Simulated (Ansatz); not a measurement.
# GaO4: the cost of one run

Method: DFT PBE, scalar-relativistic, plane waves, PAW, in Ansatz 0.2.0.

### Step 1. The starting structure

The structure is tetragonal, space group P4/mmm (No. 123). The conventional cell has a = 3.279 Å, b = 3.279 Å, c = 4.874 Å, α = 90.00°, β = 90.00°, γ = 90.00°. Ga (site symmetry 4/mmm) is surrounded by 2 O at 1.73 Å. O (site symmetry mmm) has 4 O at 1.79 Å in its first shell of neighbours. Around O (site symmetry 4mm) lie 5 O at 1.42 to 1.79 Å and 1 Ga at 1.73 Å.

As a file:

```xyz
5
Lattice="3.2786 0.0000 0.0000 0.0000 3.2786 0.0000 0.0000 0.0000 4.8742" Properties=species:S:1:pos:R:3 pbc="T T T"
Ga    1.6393    1.6393    0.0000
O     0.0000    1.6393    2.4371
O     1.6393    0.0000    2.4371
O     1.6393    1.6393    1.7285
O     1.6393    1.6393    3.1457
```

A structure generator made this guess: random cell by space group and Wyckoff sites (P4/mmm, No. 123). Its size is a rough estimate.

### Step 2. A first look at the guess

input.yaml

```yaml
crystal:
  lattice:
    - [3.27863142, 0.0, 0.0]
    - [0.0, 3.27863142, 0.0]
    - [0.0, 0.0, 4.87420528]
  atoms:
    - { symbol: Ga, position: [0.5, 0.5, 0.0] }
    - { symbol: O, position: [0.0, 0.5, 0.5] }
    - { symbol: O, position: [0.5, 0.0, 0.5] }
    - { symbol: O, position: [0.5, 0.5, 0.35463159] }
    - { symbol: O, position: [0.5, 0.5, 0.64536841] }
basis:
  ecutwfc: 420
kpoints:
  mp_grid: { grid: [6, 6, 4] }
hamiltonian:
  xc: pbe
scf:
  occupations: { method: gaussian, width: 0.1 }
  lower_state_search: "off"
output:
  forces: true
  stress: true
  eigenvalues: true
```

Started as:

```sh
> ansatz run input.yaml --threads 1 --pin off --max-ram 2560MiB --backend cpu --events-out ev --progress --plain --runs-dir out
```

What time and memory should one allow on 1 thread of Arm Neoverse V2, shared host?

About 2 s, with a peak of 0.32 GiB.
